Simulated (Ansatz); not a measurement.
# FeI3: one candidate structure

Where does FeI3 go from the start given, Cu3Au (L1_2) type (Pm-3m, No. 221)?

Program: Ansatz 0.2.0. Level of theory: DFT PBE, scalar-relativistic, plane waves, PAW. These are calculated values, not measurements.

## (1) The starting structure

Symmetry: Pm-3m, No. 221, cubic system. The conventional cell has a = 5.133 Å, b = 5.133 Å, c = 5.133 Å, α = 90.00°, β = 90.00°, γ = 90.00°. Fe (site symmetry m-3m) is surrounded by 12 I at 3.63 Å. I (site symmetry 4/mmm) has 4 Fe at 3.63 Å and 8 I at 3.63 Å as nearest neighbours.

Coordinates:

```
Fe I
1.0
     5.13314    0.00000    0.00000
     0.00000    5.13314    0.00000
     0.00000    0.00000    5.13314
Fe I
1 3
Direct
  0.00000 0.00000 0.00000
  0.00000 0.50000 0.50000
  0.50000 0.00000 0.50000
  0.50000 0.50000 0.00000
```

(A quick probe on a coarse mesh, which set the mesh and smearing, is not shown.)

## (3) Full relaxation

input.yaml reads:

```yaml
crystal:
  lattice:
    - [5.133142341, 0.0, 0.0]
    - [0.0, 5.133142341, 0.0]
    - [0.0, 0.0, 5.133142341]
  atoms:
    - { symbol: Fe, position: [0.0, 0.0, 0.0], spin: 3.87 }
    - { symbol: I, position: [0.0, 0.5, 0.5] }
    - { symbol: I, position: [0.5, 0.0, 0.5] }
    - { symbol: I, position: [0.5, 0.5, 0.0] }
basis:
  ecutwfc: 420
kpoints:
  mp_grid: { grid: [10, 10, 10] }
hamiltonian:
  xc: pbe
scf:
  occupations: { method: gaussian, width: 0.1 }
output:
  forces: true
  stress: true
  eigenvalues: true
  populations: true
magnetization:
  spin_polarized: true
relax:
  adjacent_minimum: "off"
  f_tol: 0.01
  max_steps: 80
  cell: { stress_tol: 0.05 }
```

Run with:

```bash
ansatz run input.yaml --threads 1 --pin off --max-ram 2560MiB --backend cpu --events-out ev --progress --plain --runs-dir out
```

Before running it: what results should come out?

As calculated:

Formation energies count from the elements, computed with the same settings in runs not shown here.

```
                          quantity                                                                      value
                              cell  a = 5.081 Å, b = 5.081 Å, c = 5.081 Å, α = 90.00°, β = 90.00°, γ = 90.00°
                       space group                                                            Pm-3m (No. 221)
                            volume                                                              32.79 Å³/atom
                   gap on the mesh                                                               none (metal)
formation energy from the elements                                                             +0.948 eV/atom
                    largest moment                                                                    3.51 μB
```

What this shows: The space group stayed Pm-3m, and from the first guess the volume went from 33.81 to 32.79 Å³/atom. The formation energy of +0.95 eV/atom is positive, so the elements lie lower than this structure; another structure of the compound can lie lower. The runs treat I without spin-orbit coupling.
